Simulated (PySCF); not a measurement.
# ICl⁻: basis, grid and Hamiltonian

The method stays; parts of the set-up, such as the basis or the Hamiltonian, are changed.

The runs use PySCF 2.14.0; each script names its method and basis.

4 further runs of the same task are left out: 1 for a known fault of the program, 3 that didn't finish.

### Step 1. The system as given

ICl⁻: 2 atoms, charge -1, spin multiplicity 2.

No contacts short enough for the rule that draws bonds.

### Step 2. The run that the others are compared with

input.py

```python
from pyscf import gto, scf, mp

mol = gto.M(
    atom='I 0 0 0; Cl 0 0 2.737',
    basis='sbkjc',
    ecp={'I': 'sbkjc', 'Cl': 'sbkjc'},
    charge=-1,
    spin=1,
    verbose=4,
)
mf = scf.UHF(mol)
mf.kernel()
mp.MP2(mf).kernel()
mf.dip_moment()
print('orbital energies (hartree):', [e[max(0, n-3):n+3].round(4) for e, n in zip(mf.mo_energy, mol.nelec)])
```

On the command line:

```
> OMP_NUM_THREADS=1 python input.py
```

The log of this run is left out.

In short: E(SCF) = -25.964265 Eh, 10 cycles, E(MP2) − E(SCF) = -0.04402 Eh, ⟨S²⟩ = 0.755.

The bond length is a typed value, not an optimised one. The dipole of an ion depends on the origin.

### Step 3. Def2-svp

Edit 1 changes basis set: sbkjc → def2-svp. The core potential changes with it: totals don't compare.

input.py

```python
from pyscf import gto, scf, mp

mol = gto.M(
    atom='I 0 0 0; Cl 0 0 2.737',
    basis='def2-svp',
    ecp={'I': 'def2-svp'},
    charge=-1,
    spin=1,
    verbose=4,
)
mf = scf.UHF(mol)
mf.kernel()
mp.MP2(mf).kernel()
mf.dip_moment()
print('orbital energies (hartree):', [e[max(0, n-3):n+3].round(4) for e, n in zip(mf.mo_energy, mol.nelec)])
```

On the command line:

```
> OMP_NUM_THREADS=1 python input.py
```

### Step 4. X2c-svpall (core potential off, X2C on)

Edit 2 changes basis set: sbkjc → x2c-svpall; core potential: on → off; spin-free X2C: off → on. The core potential changes with it: totals don't compare.

input.py: that of step 2 with these lines changed.

```diff
@@ -4,4 +4,3 @@
     atom='I 0 0 0; Cl 0 0 2.737',
-    basis='sbkjc',
-    ecp={'I': 'sbkjc', 'Cl': 'sbkjc'},
+    basis='x2c-svpall',
     charge=-1,
@@ -11,2 +10,3 @@
 mf = scf.UHF(mol)
+mf = mf.sfx2c1e()
 mf.kernel()
```

### Step 5. Density fitting def2-universal-jkfit

Edit 3 changes density fitting: none → def2-universal-jkfit.

input.py: that of step 2 with these lines changed.

```diff
@@ -11,2 +11,3 @@
 mf = scf.UHF(mol)
+mf = mf.density_fit(auxbasis='def2-universal-jkfit')
 mf.kernel()
```

Before running it: what results should come out? Wanted: for each run, E(SCF); from base; gap, α spin; after the SCF.

As calculated:

```
                                    run  E(SCF) (hartree)  from base (eV)  cycles  gap, α spin (eV)  functions              after the SCF
                                   base        -25.964265               0      10             17.23         16  MP2 correlation -1.198 eV
                               def2-svp       -756.063623  not comparable      12             20.49         44  MP2 correlation -7.286 eV
x2c-svpall (core potential off, X2C on)      -7572.877915  not comparable      11             19.37         54  MP2 correlation -6.935 eV
   density fitting def2-universal-jkfit        -25.964250  not comparable      10             17.22         16  MP2 correlation -1.198 eV
```

**Reading.** Rows marked «poor choice» come from settings spoiled on purpose.
